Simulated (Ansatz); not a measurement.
# C2H7BGeO: up Jacob's ladder to CCSD(T)

An exercise on one series of results from a longer session: the logs are not shown, and one member is left open.

The runs use Ansatz 0.2.0, Gaussian basis; functionals in def2-TZVPP, the program's frozen cores in correlated methods.

The runs, in order: PBE-D4, r2SCAN-D4, PBE0-D4, B3LYP-D4, ωB97X-V, ωB97M-V, B2PLYP; CCSD(T)/def2-TZVPP; MP2/def2-QZVPP; extrapolation to the limit.

## The geometry

The geometry comes from an earlier relaxation with PBE0-D4 in a triple-zeta def2 set; it is a stationary point, not always the lowest conformer.

SMILES `BO[C](=C)[GeH3]`, 12 atoms, charge 0, spin multiplicity 1.

Atoms are counted from 1 here; the program's logs count them from 0.

Bond lengths: B1–O2 1.347 Å, B1–H6 1.194 Å, B1–H7 1.200 Å, O2–C3 1.377 Å, C3–C4 1.327 Å, C3–Ge5 1.964 Å, C4–H8 1.085 Å, C4–H9 1.081 Å, Ge5–H10 1.536 Å, Ge5–H11 1.536 Å, Ge5–H12 1.536 Å. Angles: O2–B1–H6 116.6°, O2–B1–H7 120.6°, H6–B1–H7 122.8°, B1–O2–C3 124.8°, O2–C3–C4 117.5°, O2–C3–Ge5 121.4°, C4–C3–Ge5 121.1°, C3–C4–H8 120.9°, C3–C4–H9 120.6°, H8–C4–H9 118.5°, C3–Ge5–H10 111.4°, C3–Ge5–H11 111.3°, C3–Ge5–H12 105.1°, H10–Ge5–H11 109.3°, H10–Ge5–H12 109.9°, H11–Ge5–H12 109.9°.

Geometry (Å):

```mol
C2H7BGeO
  3D, bonds by distance, orders not assigned

 12 11  0  0  0  0  0  0  0  0999 V2000
   -1.0870    1.7331   -0.4353 B   0  0
   -1.0121    0.8298    0.5604 O   0  0
   -0.1631   -0.2536    0.5755 C   0  0
   -0.2067   -1.0523    1.6345 C   0  0
    1.0680   -0.6089   -0.9128 Ge  0  0
   -1.8770    2.6171   -0.2970 H   0  0
   -0.3849    1.6344   -1.4036 H   0  0
   -0.8880   -0.8536    2.4551 H   0  0
    0.4386   -1.9176    1.6977 H   0  0
    2.0641    0.5445   -1.1022 H   0  0
    0.3053   -0.8410   -2.2254 H   0  0
    1.8199   -1.8871   -0.5132 H   0  0
  1  2  8  0
  2  3  8  0
  3  4  8  0
  3  5  8  0
  1  6  8  0
  1  7  8  0
  4  8  8  0
  4  9  8  0
  5 10  8  0
  5 11  8  0
  5 12  8  0
M  END
```

The first run:

in.yaml

```yaml
crystal:
  periodic: [false, false, false]
  atoms:
    - {symbol: B, position_ang: [-1.086994, 1.733140, -0.435342]}
    - {symbol: O, position_ang: [-1.012135, 0.829813, 0.560427]}
    - {symbol: C, position_ang: [-0.163134, -0.253609, 0.575524]}
    - {symbol: C, position_ang: [-0.206655, -1.052299, 1.634540]}
    - {symbol: Ge, position_ang: [1.068005, -0.608916, -0.912773]}
    - {symbol: H, position_ang: [-1.877005, 2.617139, -0.296984]}
    - {symbol: H, position_ang: [-0.384934, 1.634415, -1.403559]}
    - {symbol: H, position_ang: [-0.888045, -0.853566, 2.455120]}
    - {symbol: H, position_ang: [0.438563, -1.917645, 1.697719]}
    - {symbol: H, position_ang: [2.064098, 0.544472, -1.102184]}
    - {symbol: H, position_ang: [0.305347, -0.840971, -2.225377]}
    - {symbol: H, position_ang: [1.819889, -1.887070, -0.513211]}
basis:
  gaussian: {orbitals: def2-TZVPP}
hamiltonian: {xc: pbe, dispersion: d4}
output: {forces: true, orbitals: {seedname: orbitals}}
```

Started as:

```sh
ansatz run in.yaml --threads 4 --pin off --events-out ev --progress --plain --max-ram 10444MiB
```

Among the steps run: PBE-D4 (GGA); r2SCAN-D4 (meta-GGA); PBE0-D4 (hybrid); B3LYP-D4 (hybrid); ωB97X-V (range-separated); ωB97M-V (range-separated); B2PLYP (double hybrid); CCSD(T) in def2-TZVPP; MP2 in def2-QZVPP.

One table of the session follows, with a row left open; its other results are not shown here.

```
            method  atomisation energy (kcal/mol)
            PBE-D4                         1066.4
         r2SCAN-D4                         1053.7
           PBE0-D4                         1049.1
          B3LYP-D4                         1049.2
           ωB97X-V                         1051.1
           ωB97M-V                         1049.4
            B2PLYP                         1038.9
     HF/def2-TZVPP                          775.0
    MP2/def2-TZVPP                         1039.6
   CCSD/def2-TZVPP                         1010.8
CCSD(T)/def2-TZVPP                         1026.4
           MP2/CBS                         1061.7
       CCSD(T)/CBS                              ?
```

Q: Estimate the row for CCSD(T)/CBS from the others.

The run gave: atomisation energy (kcal/mol): 1048.4. In the column «atomisation energy (kcal/mol)» it lies between MP2/def2-TZVPP (1039.6) and PBE0-D4 (1049.1).
